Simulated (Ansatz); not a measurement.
# GaH4+ (singlet): from Hartree-Fock to the top rungs, cc-pVTZ

The task here is to estimate one member of a computed series from the others.

Method: cc-pVTZ, core rule «outside noble gas», up to 14 orbitals frozen; program: Ansatz 0.2.0, Gaussian basis.

Plan: UHF; CCSD(T) on RHF; CCSD(T) on UHF; BCCD(T) on RHF; CCSDT(Q) on RHF; CCSDT(Q) on UHF; CASSCF and MRCISD+Q, 6 electrons in 8 orbitals; CASSCF and NEVPT2, 6 electrons in 8 orbitals.

2 further runs of the same task are left out: 2 set aside as unsound or not needed.

## The geometry

The geometry is a PBE0/def2-TZVP stationary point (not a proven minimum) of the parent state, kept for this charge and spin. No spin-orbit coupling is included. The filled d shell of Ga may be among the frozen orbitals whatever the setting's name suggests; the logs give the count.

5 atoms, charge 1, spin multiplicity 1.

Atoms are counted from 1 here; the program's logs count them from 0.

Bond lengths: Ga1–H2 1.643 Å, Ga1–H3 1.643 Å, Ga1–H4 1.643 Å, Ga1–H5 1.643 Å. Angles: H2–Ga1–H3 69.0°, H2–Ga1–H4 132.8°, H2–Ga1–H5 132.8°, H3–Ga1–H4 132.8°, H3–Ga1–H5 132.8°, H4–Ga1–H5 69.0°.

Set-up of the first run:

in.yaml

```yaml
crystal:
  periodic: [false, false, false]
  atoms:
    - {symbol: Ga, position_ang: [0.000000, 0.000000, 0.000000]}
    - {symbol: H, position_ang: [0.652504, 0.664105, 1.353869]}
    - {symbol: H, position_ang: [-0.662515, -0.654094, 1.353881]}
    - {symbol: H, position_ang: [-0.654085, 0.652495, -1.358743]}
    - {symbol: H, position_ang: [0.664096, -0.662506, -1.349007]}
basis:
  gaussian: {orbitals: cc-pVTZ}
total_charge: 1
magnetization: {spin_polarized: true, initial_magnetization: 0}
hamiltonian: {xc: hf}
output: {orbitals: {seedname: orbitals}}
```

Launch:

```bash
$ ansatz run in.yaml --threads 1 --pin off --events-out ev --progress --plain --max-ram 3968MiB --backend cpu
```

Among the steps run: UHF; CCSD(T) on RHF; CCSD(T) on UHF; BCCD(T) on RHF; CCSDT(Q) on RHF; CCSDT(Q) on UHF; CASSCF and MRCISD+Q, 6 electrons in 8 orbitals; CASSCF and NEVPT2, 6 electrons in 8 orbitals.

One of the session's tables, all rows but one given; the rest of the session is left out.

```
          method  from UCCSDT(Q) (meV)
             RHF               +5942.0
             UHF               +2792.4
            RMP2               +2183.1
            UMP2                     ?
           RCCSD                +617.0
           UCCSD                 +77.6
        RCCSD(T)                 +27.7
        UCCSD(T)                 +21.9
         BCCD(T)                 +11.1
          RCCSDT                  -7.9
          UCCSDT                  +1.4
       RCCSDT(Q)                  +9.1
       UCCSDT(Q)                     0
  CASSCF valence               +1522.6
  NEVPT2 valence                +391.7
  MRCISD valence                 +36.1
MRCISD+Q valence                  -8.0
```

**Question.** Estimate the row for UMP2.

**Answer.** from UCCSDT(Q) (meV): +756.0. In the column «from UCCSDT(Q) (meV)» it lies between RCCSD (+617.0) and CASSCF valence (+1522.6).

To keep in mind: The determinant is far from a pure spin state, so its energy mixes those of several spin states (harmless only where they are near-degenerate, as at dissociation). The report flags that the cluster equations may have other roots. The program flags RCCSD(T), BCCD(T), RCCSDT(Q) as in doubt, so those rows may rest on another solution; read them beside their warnings. Restricted and unrestricted rows rest on different reference determinants; where their highest levels disagree by more than a few hundredths of an eV, they describe different states and don't form one ladder.
